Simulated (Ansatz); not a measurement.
**C5H8O3Sn: how energies converge with the basis set**

The task here is to estimate one member of a computed series from the others.

Computed with Ansatz 0.2.0, Gaussian basis. Level: one geometry, several basis sets.

Plan: PBE0-D4/def2-SVP; ωB97M-V/def2-SVP; PBE0-D4/def2-QZVPP; ωB97M-V/def2-QZVPP; the functionals' def2-TZVPP values are taken from earlier runs.

**The geometry**

An earlier PBE0-D4 in a triple-zeta def2 set relaxation fixed the geometry. Sn takes the def2 core potential; no spin-orbit term is included.

SMILES `CC1=CC(C)=[O+][Sn-]([OH])[O]1`, 17 atoms, charge 0, spin multiplicity 1.

Atoms are counted from 1 here; the program's logs count them from 0.

Bond lengths: C1–C2 1.497 Å, C1–H10 1.089 Å, C1–H11 1.093 Å, C1–H12 1.093 Å, C2–C3 1.398 Å, C2–O9 1.269 Å, C3–C4 1.398 Å, C3–H13 1.081 Å, C4–C5 1.497 Å, C4–O6 1.269 Å, C5–H14 1.093 Å, C5–H15 1.089 Å, C5–H16 1.093 Å, O6–Sn7 2.171 Å, Sn7–O8 1.986 Å, Sn7–O9 2.171 Å, O8–H17 0.960 Å. Angles: C2–C1–H10 112.7°, C2–C1–H11 108.9°, C2–C1–H12 108.9°, H10–C1–H11 109.6°, H10–C1–H12 109.5°, H11–C1–H12 107.0°, C1–C2–C3 119.2°, C1–C2–O9 115.1°, C3–C2–O9 125.6°, C2–C3–C4 125.5°, C2–C3–H13 117.2°, C4–C3–H13 117.2°, C3–C4–C5 119.2°, C3–C4–O6 125.6°, C5–C4–O6 115.1°, C4–C5–H14 108.9°, C4–C5–H15 112.7°, C4–C5–H16 109.0° and more.

The first run:

Contents of in.yaml:

```yaml
crystal:
  periodic: [false, false, false]
  atoms:
    - {symbol: C, position_ang: [2.244316, -1.225073, -0.608309]}
    - {symbol: C, position_ang: [1.238678, -0.307076, 0.014338]}
    - {symbol: C, position_ang: [0.008188, -0.111339, -0.619585]}
    - {symbol: C, position_ang: [-0.977757, 0.793756, -0.215844]}
    - {symbol: C, position_ang: [-2.193848, 0.979335, -1.069315]}
    - {symbol: O, position_ang: [-0.938804, 1.510426, 0.830301]}
    - {symbol: Sn, position_ang: [0.388128, 1.313790, 2.537491]}
    - {symbol: O, position_ang: [-0.502399, -0.348737, 3.160561]}
    - {symbol: O, position_ang: [1.609003, 0.245020, 1.094900]}
    - {symbol: H, position_ang: [1.889677, -1.667473, -1.537827]}
    - {symbol: H, position_ang: [2.491329, -2.016259, 0.103850]}
    - {symbol: H, position_ang: [3.164681, -0.667167, -0.797146]}
    - {symbol: H, position_ang: [-0.165431, -0.653020, -1.538359]}
    - {symbol: H, position_ang: [-2.264868, 2.029732, -1.361809]}
    - {symbol: H, position_ang: [-2.180679, 0.353594, -1.960225]}
    - {symbol: H, position_ang: [-3.082429, 0.752943, -0.474958]}
    - {symbol: H, position_ang: [-0.746788, -0.982953, 2.482136]}
basis:
  gaussian: {orbitals: def2-SVP}
hamiltonian: {xc: pbe0, dispersion: d4}
output: {orbitals: {seedname: orbitals}}
```

Run with:

```
$ ansatz run in.yaml --threads 4 --pin off --events-out ev --progress --plain --max-ram 66560MiB --backend cpu
```

Steps of the session up to this table: PBE0-D4 in def2-SVP; ωB97M-V in def2-SVP; PBE0-D4 in def2-QZVPP; ωB97M-V in def2-QZVPP.

One of the session's tables, all rows but one given; the rest of the session is left out.

It belongs to the step «Functionals by basis». 

```
functional       basis  HOMO (eV)
   PBE0-D4    def2-SVP      -6.88
   PBE0-D4  def2-TZVPP      -7.01
   PBE0-D4  def2-QZVPP          ?
   ωB97M-V    def2-SVP      -9.00
   ωB97M-V  def2-TZVPP      -9.15
   ωB97M-V  def2-QZVPP      -9.17
```

**Question.** Estimate the row for PBE0-D4, def2-QZVPP.

As computed: HOMO (eV): -7.03. In the column «HOMO (eV)» it lies between ωB97M-V, def2-SVP (-9.00) and PBE0-D4, def2-TZVPP (-7.01).
